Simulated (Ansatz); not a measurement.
Which YAML input does this script hand to the engine? (Ansatz 0.2.0, Python API)

At the Python prompt:
```pycon
>>> from pathlib import Path
>>> import ansatz as az
>>> from ase import Atoms
>>> import numpy as np
>>> atoms = Atoms(
...     ["Rb"],
...     scaled_positions=[
...         (0.0, 0.0, 0.0),
...     ],
...     cell=[
...         (0.0, 3.639885, 3.639885),
...         (3.639885, 0.0, 3.639885),
...         (3.639885, 3.639885, 0.0),
...     ],
...     pbc=True,
... )
>>> xtal = az.Crystal.from_ase(atoms)
>>> [site.symbol for site in xtal.resolved().sites]
['Rb']
>>> job = (
...     xtal.calculation()
...     .functional(az.Functional.PBESOL)
...     .pseudopotentials("paw")
...     .basis(470)
...     .occupations("fermi_dirac", width=0.1)
...     .kpoints(8, 8, 8)
...     .phonons("dfpt", points=[(0, 0, 0), (0.5, 0, 0.5)])
... )
>>> result = job.run(threads=1, runs_dir="runs")
RunWarning: eigensolver did not converge (k=0): 1 band(s) unlocked after 20 sweeps at ethr=1.00e-12 eV (lowest unlocked band 8, counted from 0; max residual 1.50e-5 eV among the unlocked bands, 1.50e-5 eV over every band); it also stands for any lines of this [...]
>>> ph = result.phonons
>>> for q in ph.qpoints:
...     print("q =", np.round(q.q_frac, 3), "1/cm:", " ".join(f"{w:.1f}" for w in q.omega_inv_cm))
...
q = [0. 0. 0.] 1/cm: -0.0 -0.0 0.0
q = [0.5 0.  0.5] 1/cm: 30.3 30.3 42.5
```

`input.yaml`:
```yaml
crystal:
  lattice:
    - [0.0, 3.639885, 3.639885]
    - [3.639885, 0.0, 3.639885]
    - [3.639885, 3.639885, 0.0]
  atoms:
    - { symbol: Rb, position: [0.0, 0.0, 0.0] }
basis:
  ecutwfc: 470.0
kpoints:
  mp_grid:
    grid: [8, 8, 8]
hamiltonian:
  xc: pbesol
  pseudopotentials:
    kind: paw
scf:
  occupations:
    method: fermi_dirac
    width: 0.1
phonons:
  method: dfpt
  qpoints:
    - [0.0, 0.0, 0.0]
    - [0.5, 0.0, 0.5]
```

What to keep in mind:
- The cell isn't relaxed first, so the values belong to this volume.
- This isn't the structure that Rb takes at ambient conditions.
- Warnings are shown shortened and without file and line.
- The structure is taken as given; imaginary modes can come from an unrelaxed or unstable start. Phonons of metals also depend on mesh and smearing.
- Run time: 23 s on 1 thread of Arm Neoverse V2 (shared host), peak memory 0.67 GiB.
